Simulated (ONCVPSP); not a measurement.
# Pseudopotential generation for nitrogen: ONCV, PBE

Aim: build the potential from the settings below, then test how well it stands in for the atom: other configurations, scattering, ghost states and the plane-wave cutoff that it needs.

The numbers are computed with ONCVPSP 4.0.1 (PBE, scalar-relativistic, spin-unpolarised reference atom).

**1. The atom and the settings**

The settings as typed:

| Item | Value |
| --- | --- |
| element | nitrogen (N, Z = 7) |
| type | optimised norm-conserving Vanderbilt (ONCV) |
| frozen core | [He] |
| valence charge | 5 |
| reference configuration | 2s1.5 2p3.5 |
| partial waves | 2s: rc 0.85 bohr, ncon 4, nbas 8, qcut 6.7 1/bohr, 2 projectors, debl 1 Ha; 2p: rc 2.60 bohr, ncon 3, nbas 6, qcut 5.1 1/bohr, 2 projectors, debl 3.8 Ha; d scattering state at 0.36 Ha: rc 2.65 bohr, ncon 4, nbas 7, qcut 4.2 1/bohr, 2 projectors, debl 0.7 Ha |
| local potential | polynomial inside 0.60 bohr (lpopt 1, dvloc0 1 Ha) |
| core correction | Teter function, fcfact 5.5, rcfact 1.35 |

An earlier all-electron run gives the scale for the radii.

All-electron outer shells of the reference configuration (PBE, scalar-relativistic, ld1.x):

```
shell  level (eV)  outermost node (bohr)  outermost maximum (bohr)
   1s     -385.14                      –                      0.15
   2s      -18.81                   0.32                      1.02
   2p       -7.30                      –                      0.97
```

**2. Generation**

File N.dat:

```
# ATOM AND REFERENCE CONFIGURATION
# atsym  z   nc   nv     iexc    psfile
  N 7.00    1    2        4      upf
#
#   n    l    f
    1    0    2.00
    2    0    1.50
    2    1    3.50
#
# PSEUDOPOTENTIAL AND OPTIMIZATION
# lmax
    2
#
#   l,   rc,      ep,       ncon, nbas, qcut
    0    0.85    0.00    4    8    6.70
    1    2.60    0.00    3    6    5.10
    2    2.65    0.36    4    7    4.20
#
# LOCAL POTENTIAL
# lloc, lpopt,  rc(5),   dvloc0
    4    1    0.60    1.00
#
# VANDERBILT-KLEINMAN-BYLANDER PROJECTORs
# l, nproj, debl
    0    2    1.00
    1    2    3.80
    2    2    0.70
#
# MODEL CORE CHARGE
# icmod, fcfact, rcfact
    3    5.50    1.35
#
# LOG DERIVATIVE ANALYSIS
# epsh1, epsh2, depsh
   -2.00    5.00    0.02
#
# OUTPUT GRID
# rlmax, drl
    6.00    0.01
#
# TEST CONFIGURATIONS
# ncnf
    4
# nvcnf
#   n    l    f
    2
    2    0    2.00
    2    1    3.00
#
    2
    2    0    2.00
    2    1    2.00
#
    2
    2    0    2.00
    2    1    1.00
#
    2
    2    0    1.00
    2    1    4.00
#
```

Launch:

```sh
$ oncvpsp.x < N.dat > N.out
```

Before running it: what results should come out? Wanted: cutoffs for 1 and 0.1 mHa per electron, occupied waves; bound ghosts; GHOST(+) flags; largest test error; largest phase difference near zero energy, channels read; rms error of d²Exc/dn², without and with the model core.

As calculated:

```
                                                quantity                                                 value
  cutoffs for 1 and 0.1 mHa per electron, occupied waves                                      51 Ha and 202 Ha
                                            bound ghosts                                        p at -67.75 eV
                                          GHOST(+) flags  d at 23 eV (1 near or above the test basis's cutoff)
                            largest test error (AE − PS)                                +1861 meV, for 2s2 2p1
largest phase difference near zero energy, channels read                                             0.135 rad
 rms error of d²Exc/dn², without and with the model core                                     0.88 and 0.60 mHa
```

In words: A bound ghost (p) makes it unfit for use: electrons can fall into a state that the atom doesn't have. By total energies transferability is poor: the largest error is 1861 meV on 36.7 eV, for 2s2 2p1. It counts as hard, with 51 Ha needed at the looser tolerance. The tighter tolerance needs 202 Ha, and converged work needs a cutoff nearer that. At the looser tolerance the 2s wave is the slowest; 2p needs 9 Ha. Of the channels read, p scatters worst near zero energy, by up to 0.14 rad. The program also flags highly localised states, GHOST(+) (d). These are tests on the free atom; a crystal test is still owed.
